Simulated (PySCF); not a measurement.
**TlH: forces at shaken geometries**

How stiff is TlH? Its atoms are displaced at random by several amounts. The structure is generated, not taken from experiment.

Method: PBE, Tl def2-SVP with ECP60, H def2-SVP; scalar-relativistic core potentials, no spin–orbit coupling; program: PySCF 2.14.0.

3 further runs of the same task are left out: 1 for a known fault of the program, 2 that didn't finish.

## (1) The starting structure

2 atoms, charge 0, spin multiplicity 1.

Bond lengths: Tl1–H2 1.943 Å.

As a file:

| atom | x (Å) | y (Å) | z (Å) |
| --- | --- | --- | --- |
| Tl1 | 0.00000 | 0.00000 | 0.17722 |
| H2 | 0.00000 | 0.00000 | 2.12008 |

Formal oxidation states: Tl +1. An earlier session relaxed this geometry at PBE, Tl def2-SVP with ECP60, H def2-SVP (singlet, point group C∞v).

Its energy there is -173.120948 Eh.

## (2) Atoms moved at random, σ = 0.15 Å

run.py (the lines that set the calculation)

```python
mol = gto.M(atom='''
Tl    -0.01395    -0.14077     0.25841
H      0.01395     0.14077     2.03889''',
    basis={'Tl': 'def2-SVP', 'H': 'def2-SVP'},
    ecp={'Tl': 'def2-SVP'},
    charge=0, spin=0)
mf = dft.RKS(mol, xc='PBE')
mf.grids.atom_grid = (50, 194)
mf = mf.density_fit()  # fitting sets: Tl def2-universal-JKFIT, H def2-universal-JKFIT
mf.conv_tol = 1e-08; mf.max_cycle = 55
mf.kernel(dm0)  # dm0: the density of the relaxed state
```

Run with:

```sh
$ OMP_NUM_THREADS=2 python run.py
```

## (3) Atoms moved at random, σ = 0.1 Å

run.py (the lines that set the calculation): that of step 2 with these lines changed.

```diff
@@ -1,4 +1,4 @@
 mol = gto.M(atom='''
-Tl    -0.01395    -0.14077     0.25841
-H      0.01395     0.14077     2.03889''',
+Tl    -0.03159    -0.08643     0.08493
+H      0.03159     0.08643     2.21236''',
     basis={'Tl': 'def2-SVP', 'H': 'def2-SVP'},
```

## (4) Atoms moved at random, σ = 0.15 Å

run.py (the lines that set the calculation): that of step 3 with these lines changed.

```diff
@@ -1,4 +1,4 @@
 mol = gto.M(atom='''
-Tl    -0.03159    -0.08643     0.08493
-H      0.03159     0.08643     2.21236''',
+Tl    -0.02012    -0.05986     0.36356
+H      0.02012     0.05986     1.93373''',
     basis={'Tl': 'def2-SVP', 'H': 'def2-SVP'},
```

Before running it: what results should come out? Wanted: for each run, σ; energy rise; harmonic estimate −½ F·u; largest force component.

The runs gave:

| σ (Å) | energy rise (eV) | harmonic estimate −½ F·u (eV) | largest force component (eV/Å) |
| --- | --- | --- | --- |
| 0.15 | 0.074 | 0.067 | 1.14 |
| 0.1 | 0.095 | 0.088 | 0.88 |
| 0.15 | 0.695 | 0.868 | 4.79 |

Every displacement raises the energy. For a harmonic well the rise equals −½ F·u; the two differ by at most 25 % here (a move with σ = 0.15 Å), from anharmonicity, the grid and the small forces left at the relaxed point. The bases are small and lack diffuse functions. Spin–orbit coupling is left out.
